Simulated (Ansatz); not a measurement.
# C2H7AlZn: how energies converge with the basis set

One table from this session's results is given with a row withheld; the runs are named, their logs left out.

Program: Ansatz 0.2.0, Gaussian basis. Level of theory: one geometry, several basis sets. These are calculated values, not measurements.

The runs, in order: PBE0-D4/def2-SVP; ωB97M-V/def2-SVP; PBE0-D4/def2-QZVPP; ωB97M-V/def2-QZVPP; the functionals' def2-TZVPP values are taken from earlier runs.

## Structure used throughout

The geometry comes from an earlier relaxation with PBE0-D4 in a triple-zeta def2 set; it is a stationary point, not always the lowest conformer.

SMILES `[CH3][Zn][CH2][AlH2]`, 11 atoms, charge 0, spin multiplicity 1.

Atoms are counted from 1 here; the program's logs count them from 0.

Bond lengths: C1–Zn2 1.941 Å, C1–H5 1.093 Å, C1–H6 1.093 Å, C1–H7 1.093 Å, Zn2–C3 1.948 Å, C3–Al4 1.920 Å, C3–H8 1.097 Å, C3–H9 1.097 Å, Al4–H10 1.593 Å, Al4–H11 1.592 Å. Angles: Zn2–C1–H5 111.0°, Zn2–C1–H6 111.0°, Zn2–C1–H7 111.0°, H5–C1–H6 107.9°, H5–C1–H7 107.9°, H6–C1–H7 107.9°, C1–Zn2–C3 179.4°, Zn2–C3–Al4 112.6°, Zn2–C3–H8 104.9°, Zn2–C3–H9 104.9°, Al4–C3–H8 112.3°, Al4–C3–H9 112.4°, H8–C3–H9 109.2°, C3–Al4–H10 120.5°, C3–Al4–H11 120.5°, H10–Al4–H11 118.9°.

The first run:

Contents of in.yaml:

```yaml
crystal:
  periodic: [false, false, false]
  atoms:
    - {symbol: C, position_ang: [-0.080162, 2.545413, 0.053898]}
    - {symbol: Zn, position_ang: [-0.386864, 0.630268, 0.131263]}
    - {symbol: C, position_ang: [-0.712764, -1.288386, 0.214922]}
    - {symbol: Al, position_ang: [0.825432, -2.320869, -0.290814]}
    - {symbol: H, position_ang: [-0.192066, 2.999620, 1.041687]}
    - {symbol: H, position_ang: [-0.791392, 3.028620, -0.620776]}
    - {symbol: H, position_ang: [0.928051, 2.766816, -0.305672]}
    - {symbol: H, position_ang: [-1.566647, -1.458734, -0.451601]}
    - {symbol: H, position_ang: [-1.020458, -1.477551, 1.250228]}
    - {symbol: H, position_ang: [1.079325, -2.696854, -1.817349]}
    - {symbol: H, position_ang: [1.917535, -2.728342, 0.794204]}
basis:
  gaussian: {orbitals: def2-SVP}
hamiltonian: {xc: pbe0, dispersion: d4}
output: {orbitals: {seedname: orbitals}}
```

Run with:

```
ansatz run in.yaml --threads 2 --pin off --events-out ev --progress --plain --max-ram 31744MiB --backend cpu
```

Among the steps run: PBE0-D4 in def2-SVP; ωB97M-V in def2-SVP; PBE0-D4 in def2-QZVPP; ωB97M-V in def2-QZVPP.

One table of the session follows, with a row left open; its other results are not shown here.

It belongs to the step «Density functionals: the series». 

```
functional       basis  HOMO (eV)
   PBE0-D4    def2-SVP      -7.09
   PBE0-D4  def2-TZVPP      -7.16
   PBE0-D4  def2-QZVPP      -7.16
   ωB97M-V    def2-SVP          ?
   ωB97M-V  def2-TZVPP      -9.30
   ωB97M-V  def2-QZVPP      -9.30
```

**Question.** Estimate the row for ωB97M-V, def2-SVP.

**Answer.** HOMO (eV): -9.21. In the column «HOMO (eV)» it lies between ωB97M-V, def2-QZVPP (-9.30) and PBE0-D4, def2-TZVPP (-7.16).
